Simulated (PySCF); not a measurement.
# I2Pb (Pb(I)2): the cost of one run

Method: TPSS, Pb def2-SVP with ECP60, I def2-SVP with ECP28; scalar-relativistic core potentials, no spin–orbit coupling; program: PySCF 2.14.0.

3 further runs of the same task are left out: 2 for a known fault of the program, 1 set aside as unsound or not needed.

## 1. The system as given

3 atoms, charge 0, spin multiplicity 1.

Bond lengths: Pb1–I2 2.852 Å, Pb1–I3 2.852 Å. Angles: I2–Pb1–I3 103.8°.

Coordinates:

```mol
I2Pb
  3D, bonds by distance, orders not assigned

  3  2  0  0  0  0  0  0  0  0999 V2000
    1.1194    0.0421    0.0000 Pb  0  0
   -0.6395   -0.0241    2.2442 I   0  0
   -0.6395   -0.0241   -2.2442 I   0  0
  1  2  8  0
  1  3  8  0
M  END
```

Formal oxidation states: Pb +2. An earlier session relaxed this geometry at TPSS, Pb def2-SVP with ECP60, I def2-SVP with ECP28 (singlet, point group C2v).

Its energy there is -788.117830 Eh.

## 2. Atoms moved at random, σ = 0.03 Å

run.py (the lines that set the calculation) reads:

```python
mol = gto.M(atom='''
Pb     1.09720     0.07380     0.01012
I     -0.62129    -0.02806     2.25961
I     -0.63551    -0.05174    -2.26972''',
    basis={'Pb': 'def2-SVP', 'I': 'def2-SVP'},
    ecp={'Pb': 'def2-SVP', 'I': 'def2-SVP'},
    charge=0, spin=0)
mf = dft.RKS(mol, xc='TPSS')
mf.grids.atom_grid = (50, 194)
mf = mf.density_fit()  # fitting sets: Pb def2-universal-JKFIT, I def2-universal-JKFIT
mf.conv_tol = 1e-08; mf.max_cycle = 55
mf.kernel(dm0)  # dm0: the density of the relaxed state
```

On the command line:

```console
OMP_NUM_THREADS=2 python run.py
```

**Question.** How long does this run take on 2 threads of Intel Xeon at 2.50GHz (Skylake/Cascade Lake), shared host?

About 9 s.
